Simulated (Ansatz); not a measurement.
# H8O10Si2Ti: how energies converge with the basis set

An exercise on one series of results from a longer session: the logs are not shown, and one member is left open.

Program: Ansatz 0.2.0, Gaussian basis. Level of theory: one geometry, several basis sets. These are calculated values, not measurements.

Plan: PBE0-D4/def2-SVP; ωB97M-V/def2-SVP; PBE0-D4/def2-QZVPP; ωB97M-V/def2-QZVPP; the functionals' def2-TZVPP values are taken from earlier runs.

### The geometry

All runs share one geometry, relaxed beforehand with PBE0-D4 in a triple-zeta def2 set.

SMILES `O[Si](O)(O)[O][Ti]([OH])([OH])[O][Si](O)(O)O`, 21 atoms, charge 0, spin multiplicity 1.

Atoms are counted from 1 here; the program's logs count them from 0.

Bond lengths: O1–Si2 1.633 Å, O1–H14 0.958 Å, Si2–O3 1.653 Å, Si2–O4 1.625 Å, Si2–O5 1.610 Å, O3–H15 0.960 Å, O4–H16 0.958 Å, O5–Ti6 1.826 Å, Ti6–O7 1.783 Å, Ti6–O8 1.796 Å, Ti6–O9 1.799 Å, O7–H17 0.970 Å, O8–H18 0.958 Å, O9–Si10 1.629 Å, Si10–O11 1.627 Å, Si10–O12 1.648 Å, Si10–O13 1.620 Å, O11–H19 0.958 Å and more. Angles: Si2–O1–H14 117.2°, O1–Si2–O3 104.1°, O1–Si2–O4 114.6°, O1–Si2–O5 111.3°, O3–Si2–O4 107.3°, O3–Si2–O5 112.8°, O4–Si2–O5 106.8°, Si2–O3–H15 114.9°, Si2–O4–H16 117.4°, Si2–O5–Ti6 142.4°, O5–Ti6–O7 110.3°, O5–Ti6–O8 111.5°, O5–Ti6–O9 106.8°, O7–Ti6–O8 111.9°, O7–Ti6–O9 102.9°, O8–Ti6–O9 113.0°, Ti6–O7–H17 118.3°, Ti6–O8–H18 131.8° and more.

Set-up of the first run:

Contents of in.yaml:

```yaml
crystal:
  periodic: [false, false, false]
  atoms:
    - {symbol: O, position_ang: [-3.458737, -1.060489, 1.140945]}
    - {symbol: Si, position_ang: [-2.333415, -0.228377, 0.299791]}
    - {symbol: O, position_ang: [-1.563041, 0.679869, 1.446095]}
    - {symbol: O, position_ang: [-2.938077, 0.798667, -0.805279]}
    - {symbol: O, position_ang: [-1.335503, -1.220654, -0.482855]}
    - {symbol: Ti, position_ang: [0.371521, -1.351597, -1.119224]}
    - {symbol: O, position_ang: [1.380215, -2.294542, 0.008633]}
    - {symbol: O, position_ang: [0.403082, -2.036159, -2.779448]}
    - {symbol: O, position_ang: [1.091054, 0.294418, -1.022504]}
    - {symbol: Si, position_ang: [1.841392, 1.219964, 0.088086]}
    - {symbol: O, position_ang: [2.984626, 2.195782, -0.533508]}
    - {symbol: O, position_ang: [2.616042, 0.117167, 1.037179]}
    - {symbol: O, position_ang: [0.778730, 2.146525, 0.885746]}
    - {symbol: H, position_ang: [-3.801172, -1.860612, 0.740401]}
    - {symbol: H, position_ang: [-1.567789, 0.304945, 2.329514]}
    - {symbol: H, position_ang: [-3.495766, 1.509615, -0.486963]}
    - {symbol: H, position_ang: [2.015840, -1.817771, 0.564216]}
    - {symbol: H, position_ang: [1.001721, -2.650337, -3.205843]}
    - {symbol: H, position_ang: [2.693899, 3.065124, -0.812750]}
    - {symbol: H, position_ang: [3.267765, 0.458521, 1.650985]}
    - {symbol: H, position_ang: [-0.076987, 1.740644, 1.103785]}
basis:
  gaussian: {orbitals: def2-SVP}
hamiltonian: {xc: pbe0, dispersion: d4}
output: {orbitals: {seedname: orbitals}}
```

Run with:

```bash
$ ansatz run in.yaml --threads 11 --pin off --events-out ev --progress --plain --max-ram 174080MiB --backend cpu
```

Steps of the session up to this table: PBE0-D4 in def2-SVP; ωB97M-V in def2-SVP; PBE0-D4 in def2-QZVPP; ωB97M-V in def2-QZVPP.

One of the session's tables, all rows but one given; the rest of the session is left out.

It belongs to the step «Functionals by basis». 

| functional | basis | HOMO (eV) |
| --- | --- | --- |
| PBE0-D4 | def2-SVP | -8.57 |
| PBE0-D4 | def2-TZVPP | ? |
| PBE0-D4 | def2-QZVPP | -8.90 |
| ωB97M-V | def2-SVP | -10.96 |
| ωB97M-V | def2-TZVPP | -11.27 |
| ωB97M-V | def2-QZVPP | -11.33 |

Q: Estimate the row for PBE0-D4, def2-TZVPP from the others.

**Answer.** HOMO (eV): -8.84. In the column «HOMO (eV)» it lies between PBE0-D4, def2-QZVPP (-8.90) and PBE0-D4, def2-SVP (-8.57).
